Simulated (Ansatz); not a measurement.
# ErPt3: the cost of one run

Program: Ansatz 0.2.0. Level of theory: DFT PBEsol, scalar-relativistic, plane waves, PAW. These are calculated values, not measurements.

2 further runs of the same task are left out: 2 set aside as unsound or not needed.

### Step 1. Starting point

Symmetry: Pm-3m, No. 221, cubic system. The conventional cell has a = 4.065 Å, b = 4.065 Å, c = 4.065 Å, α = 90.00°, β = 90.00°, γ = 90.00°. Around Er (site symmetry m-3m) lie 12 Pt at 2.87 Å. Pt (site symmetry 4/mmm) has 4 Er at 2.87 Å and 8 Pt at 2.87 Å as nearest neighbours.

Coordinates:

```xyz
4
Lattice="4.0655 0.0000 0.0000 0.0000 4.0655 0.0000 0.0000 0.0000 4.0655" Properties=species:S:1:pos:R:3 pbc="T T T"
Er    0.0000    0.0000    0.0000
Pt    0.0000    2.0327    2.0327
Pt    2.0327    2.0327    0.0000
Pt    2.0327    0.0000    2.0327
```

The moments start at Er 3.00 μB.

### Step 2. At the starting volume

File input.yaml:

```yaml
crystal:
  lattice:
    - [4.065458051, 0.0, 0.0]
    - [0.0, 4.065458051, 0.0]
    - [0.0, 0.0, 4.065458051]
  atoms:
    - { symbol: Er, position: [0.0, 0.0, 0.0], spin: 3.0 }
    - { symbol: Pt, position: [0.0, 0.5, 0.5] }
    - { symbol: Pt, position: [0.5, 0.5, 0.0] }
    - { symbol: Pt, position: [0.5, 0.0, 0.5] }
basis:
  ecutwfc: 420
  ecutrho_ratio: 4
kpoints:
  mp_grid: { grid: [8, 8, 8] }
hamiltonian:
  xc: pbesol
scf:
  occupations: { method: gaussian, width: 0.05 }
output:
  forces: true
  stress: true
  eigenvalues: true
  populations: true
magnetization:
  spin_polarized: true
```

What time and memory should one allow on 4 threads of an Arm CPU, shared host?

About 59 s, with a peak of 0.57 GiB.
